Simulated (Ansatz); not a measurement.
# AgB+ (doublet): from a generated start to a stationary point

Where does this start of AgB+ (doublet) end when it is relaxed?

Program: Ansatz 0.2.0, Gaussian basis. Level of theory: UKS PBE0/def2-TZVP. These are calculated values, not measurements.

## 1. Starting geometry

2 atoms, charge 1, spin multiplicity 2.

Atoms are counted from 1 here; the program's logs count them from 0.

Bond lengths: Ag1–B2 2.290 Å.

The start is set by covalent radii. Sticks and bond lists go by distance. No spin-orbit coupling is included. Elements past krypton take def2 core potentials.

## 2. Relaxation

in.yaml reads:

```yaml
crystal:
  periodic: [false, false, false]
  atoms:
    - {symbol: Ag, position_ang: [0.000000, 0.000000, 0.000000]}
    - {symbol: B, position_ang: [0.000000, 0.000000, 2.290000]}
basis:
  gaussian: {orbitals: def2-TZVP}
total_charge: 1
magnetization: {spin_polarized: true, initial_magnetization: 1}
hamiltonian: {xc: pbe0}
relax: {f_tol: 0.004, max_steps: 80}
```

Command:

```
ansatz run in.yaml --threads 1 --pin off --events-out ev --progress --plain --max-ram 2176MiB
```

What does the calculation give? Wanted: energy gained; shift from the start; total energy; ⟨S²⟩.

The runs gave:

| quantity | value |
| --- | --- |
| steps | 4 |
| energy gained | 0.085 eV |
| shift from the start (rms) | 0.097 Å |
| total energy | -4663.4984 eV |
| ⟨S²⟩ | 0.760 |

In words: The bonds of the start are those of the end. Ag1–B2 went from 2.290 to 2.095 Å. No vibrations were run, so this is a stationary point, not a proven minimum, and this spin need not be the ground state's.
